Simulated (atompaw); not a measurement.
# Li: generating and testing a PAW (atompaw) potential

Aim: build the potential from the settings below, then test how well it stands in for the atom: scattering, ghost states and the plane-wave cutoff that it needs.

Program: atompaw 4.2.0.5. Reference atom: LDA (PW92), scalar-relativistic, spherical and spin-unpolarised. All values are calculated.

### Step 1. The atom and the settings

The settings as typed:

```json
{
  "element": "lithium (Li, Z = 3)",
  "type": "PAW",
  "frozen core": "none",
  "valence charge": "3",
  "reference configuration": "1s2 2s1 2p0",
  "partial waves": "1s (bound): rc 0.45 bohr; 2s (bound): rc 1.10 bohr; 2p (bound, empty): rc 3.00 bohr; 2p channel at 0.5 Ry: rc 3.00 bohr; 3d channel at -0.15 Ry: rc 3.00 bohr; 3d channel at 1.15 Ry: rc 3.00 bohr",
  "local potential": "troulliermartins scheme with l = 3 at 0.5 Ry, radius 2.60 bohr",
  "core correction": "not asked for",
  "augmentation charge": "besselshape compensation charge, radius 2.80 bohr; PAW radius 3.00 bohr; waves and projectors: custom polynom vanderbiltortho"
}
```

The outer shells as boxes (Hund's rule for the drawing; the calculation is spin-unpolarised):

```
1s [↑↓]
2s [↑ ]
2p [  ][  ][  ]
```

The nodes and maxima of the atom's own shells, from an earlier all-electron run, set the scale for the radii.

All-electron outer shells of the reference configuration (LDA (PW92), scalar-relativistic, ld1.x):

```json
{"shell": "1s", "level (eV)": "-51.11", "outermost node (bohr)": "–", "outermost maximum (bohr)": "0.36"}
{"shell": "2s", "level (eV)": "-2.87", "outermost node (bohr)": "0.84", "outermost maximum (bohr)": "3.12"}
{"shell": "2p", "level (eV)": "-1.13", "outermost node (bohr)": "–", "outermost maximum (bohr)": "3.91"}
```

### Step 2. The generation run

Contents of Li.input:

```
Li 3
LDA-PW scalarrelativistic loggrid 1500 logderivrange -6 5 276
2 2 0 0 0 0
2 0 1
2 1 0
0 0 0
v
v
v
2
3.00 2.80 2.60 2.60
n
y
0.5
n
y
-0.15
y
1.15
n
custom polynom vanderbiltortho besselshape
3 0.5 troulliermartins
0.45
1.10
3.00
3.00
3.00
3.00
PWSCFOUT
UPFDX 0.0125d0 UPFXMIN -7.d0 UPFZMESH 3.d0
END
```

Started as:

```console
$ atompaw < Li.input > Li.log
```

**Question.** What will these runs give? Wanted: cutoffs for 10 and 1 mRy, occupied levels; bound ghosts; largest phase difference near zero energy, channels read; lowest eigenvalue of the overlap; share of valence orbitals outside the PAW sphere; UPF file.

The runs gave:

```
                                                quantity                     value
               cutoffs for 10 and 1 mRy, occupied levels         200 Ry and 260 Ry
                                            bound ghosts                none found
largest phase difference near zero energy, channels read                 0.000 rad
         lowest eigenvalue of the overlap (Bessel basis)                 0.334 (s)
        share of valence orbitals outside the PAW sphere  1s 0 %, 2s 67 %, 2p 79 %
                                                UPF file                   written
```

In words: By its cutoff, 200 Ry for the looser tolerance, it is very hard. The slowest occupied level is 1s: taken alone it needs 230 Ry to come within 1 mRy, against 35 Ry for 2s. The Bessel-basis test finds no level below the valence levels. Near zero energy the phases of the channels with partial waves agree within 0.001 rad.
